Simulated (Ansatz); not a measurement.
**CH8BNSi: small, medium and large basis sets**

The task here is to estimate one member of a computed series from the others.

Program: Ansatz 0.2.0, Gaussian basis. Level of theory: one geometry, several basis sets. These are calculated values, not measurements.

Levels to be run: PBE0-D4/def2-SVP; ωB97M-V/def2-SVP; PBE0-D4/def2-QZVPP; ωB97M-V/def2-QZVPP; the functionals' def2-TZVPP values are taken from earlier runs.

### The relaxed structure

All runs share one geometry, relaxed beforehand with PBE0-D4 in a triple-zeta def2 set.

12 atoms, charge 0, spin multiplicity 1.

Atoms are counted from 1 here; the program's logs count them from 0.

Bond lengths: C1–Si2 1.882 Å, C1–H5 1.092 Å, C1–H6 1.092 Å, C1–H7 1.093 Å, Si2–B3 2.017 Å, Si2–H8 1.498 Å, Si2–H9 1.495 Å, B3–N4 1.387 Å, B3–H10 1.201 Å, N4–H11 1.007 Å, N4–H12 1.007 Å. Angles: Si2–C1–H5 110.9°, Si2–C1–H6 111.2°, Si2–C1–H7 110.5°, H5–C1–H6 108.1°, H5–C1–H7 107.9°, H6–C1–H7 108.1°, C1–Si2–B3 112.5°, C1–Si2–H8 109.0°, C1–Si2–H9 108.6°, B3–Si2–H8 110.5°, B3–Si2–H9 109.8°, H8–Si2–H9 106.2°, Si2–B3–N4 121.0°, Si2–B3–H10 121.9°, N4–B3–H10 117.0°, B3–N4–H11 123.4°, B3–N4–H12 123.3°, H11–N4–H12 113.3°.

As a file:

```mol
CH8BNSi
  3D, bonds by distance, orders not assigned

 12 11  0  0  0  0  0  0  0  0999 V2000
   -1.4168    1.4285   -0.0669 C   0  0
   -0.2223    0.2672    0.8079 Si  0  0
    1.1726   -0.4883   -0.4385 B   0  0
    1.3526   -1.8577   -0.5636 N   0  0
   -1.9614    0.9046   -0.8559 H   0  0
   -2.1464    1.8436    0.6315 H   0  0
   -0.8754    2.2586   -0.5267 H   0  0
   -1.0015   -0.8371    1.4547 H   0  0
    0.4428    1.0151    1.9184 H   0  0
    1.8789    0.2186   -1.1055 H   0  0
    2.0411   -2.2729   -1.1705 H   0  0
    0.8126   -2.5352   -0.0506 H   0  0
  1  2  8  0
  2  3  8  0
  3  4  8  0
  1  5  8  0
  1  6  8  0
  1  7  8  0
  2  8  8  0
  2  9  8  0
  3 10  8  0
  4 11  8  0
  4 12  8  0
M  END
```

The first run:

The input, in.yaml:

```yaml
crystal:
  periodic: [false, false, false]
  atoms:
    - {symbol: C, position_ang: [-1.416776, 1.428466, -0.066943]}
    - {symbol: Si, position_ang: [-0.222312, 0.267194, 0.807906]}
    - {symbol: B, position_ang: [1.172632, -0.488335, -0.438518]}
    - {symbol: N, position_ang: [1.352641, -1.857748, -0.563642]}
    - {symbol: H, position_ang: [-1.961394, 0.904613, -0.855901]}
    - {symbol: H, position_ang: [-2.146351, 1.843565, 0.631523]}
    - {symbol: H, position_ang: [-0.875405, 2.258649, -0.526723]}
    - {symbol: H, position_ang: [-1.001529, -0.837062, 1.454723]}
    - {symbol: H, position_ang: [0.442816, 1.015135, 1.918410]}
    - {symbol: H, position_ang: [1.878917, 0.218570, -1.105501]}
    - {symbol: H, position_ang: [2.041129, -2.272918, -1.170515]}
    - {symbol: H, position_ang: [0.812634, -2.535230, -0.050619]}
basis:
  gaussian: {orbitals: def2-SVP}
hamiltonian: {xc: pbe0, dispersion: d4}
output: {orbitals: {seedname: orbitals}}
```

Started as:

```sh
$ ansatz run in.yaml --threads 2 --pin off --events-out ev --progress --plain --max-ram 4352MiB
```

Among the steps run: PBE0-D4 in def2-SVP; ωB97M-V in def2-SVP; PBE0-D4 in def2-QZVPP; ωB97M-V in def2-QZVPP.

One of the session's tables, all rows but one given; the rest of the session is left out.

It belongs to the step «Functionals by basis». 

| functional | basis | HOMO (eV) | LUMO (eV) |
| --- | --- | --- | --- |
| PBE0-D4 | def2-SVP | -7.49 | -0.22 |
| PBE0-D4 | def2-TZVPP | ? | ? |
| PBE0-D4 | def2-QZVPP | -7.57 | -0.53 |
| ωB97M-V | def2-SVP | -9.62 | 1.80 |
| ωB97M-V | def2-TZVPP | -9.72 | 1.40 |
| ωB97M-V | def2-QZVPP | -9.73 | 1.20 |

Estimate the missing values for PBE0-D4, def2-TZVPP.

As computed: HOMO (eV): -7.56; LUMO (eV): -0.46. In the column «HOMO (eV)» it lies between PBE0-D4, def2-QZVPP (-7.57) and PBE0-D4, def2-SVP (-7.49).
